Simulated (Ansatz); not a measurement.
Write a Python script for Ansatz 0.2.0, Python API that makes a phonon calculation by linear response of InBi, space group F-43m. Settings: LDA, PAW, cutoff 327 eV, 8×8×8 k-points, Fermi-Dirac smearing of 0.05 eV.

```cif
data_structure
_symmetry_space_group_name_H-M 'P 1'
_symmetry_Int_Tables_number 1
_cell_length_a 4.7850
_cell_length_b 4.7850
_cell_length_c 4.7850
_cell_angle_alpha 60.000
_cell_angle_beta 60.000
_cell_angle_gamma 60.000
_cell_volume 77.47
loop_
_atom_site_label
_atom_site_type_symbol
_atom_site_fract_x
_atom_site_fract_y
_atom_site_fract_z
_atom_site_occupancy
In1 In 0.00000 0.00000 0.00000 1
Bi1 Bi 0.25000 0.25000 0.25000 1
```

`dfpt.py`
```python
'''Zone-centre and zone-boundary phonons of InBi by linear response.'''

from pathlib import Path

import ansatz as az
import numpy as np

vectors = np.array([
    [0.0, 3.383538, 3.383538],
    [3.383538, 0.0, 3.383538],
    [3.383538, 3.383538, 0.0],
])
cell = (
    az.Lattice.of(vectors)
    .atom('In', (0.0, 0.0, 0.0))
    .atom('Bi', (0.25, 0.25, 0.25))
)

setup = (
    cell.calculation()
    .functional('lda')
    .scf(tolerance=1e-08, max_iterations=100, extra_bands=6)
    .occupations('Fermi-Dirac', width=0.05)
    .basis(24 * az.Ry)
    .mixing('msr1', preconditioner='resta')
    .kpoints(8, 8, 8)
    .phonons('dfpt', points=[(0, 0, 0), (0, 0, 0.5), (0.5, 0.5, 0.5)])
)
result = setup.run(runs_dir='runs')
ph = result.phonons

for q in ph.qpoints:
    print('q =', np.round(q.q_frac, 3), '1/cm:', ' '.join(f'{w:.1f}' for w in q.omega_inv_cm))
```

```console
$ python dfpt.py
DeckWarning: basis.ecutwfc = 326.536634951856 eV is below the records' recommended 420 eV, and the density's cutoff is lower with it unless basis.ecutrho_ratio is high enough to keep the records' density cutoff: compare with a run at a higher cutoff
q = [0. 0. 0.] 1/cm: -0.0 -0.0 -0.0 127.2 127.2 127.2
q = [0.  0.  0.5] 1/cm: 25.5 25.5 87.1 123.7 132.7 132.7
q = [0.5 0.5 0.5] 1/cm: 25.5 25.5 87.1 123.7 132.7 132.7
```
(Warnings from the package without file and line.)

The settings weren't tested for convergence. The cutoff lies under the one recommended for these potentials. The cell isn't relaxed first, so the values belong to this volume. For a metal this k-point mesh is coarse: on a finer one energies can move by several to tens of meV an atom and pressures by half a GPa or more, differences at one mesh by less. Spin-orbit coupling, which matters for elements this heavy, is left out. This cell is a computed structure, which may not be the phase found in nature. The structure is taken as given; imaginary modes can come from an unrelaxed or unstable start. Phonons of metals also depend on mesh and smearing. Timing: 77 s on 1 thread of Arm Neoverse V2 (shared host), peak memory 0.77 GiB.

(Lines on the test bed's own set-up are left out of the output.)
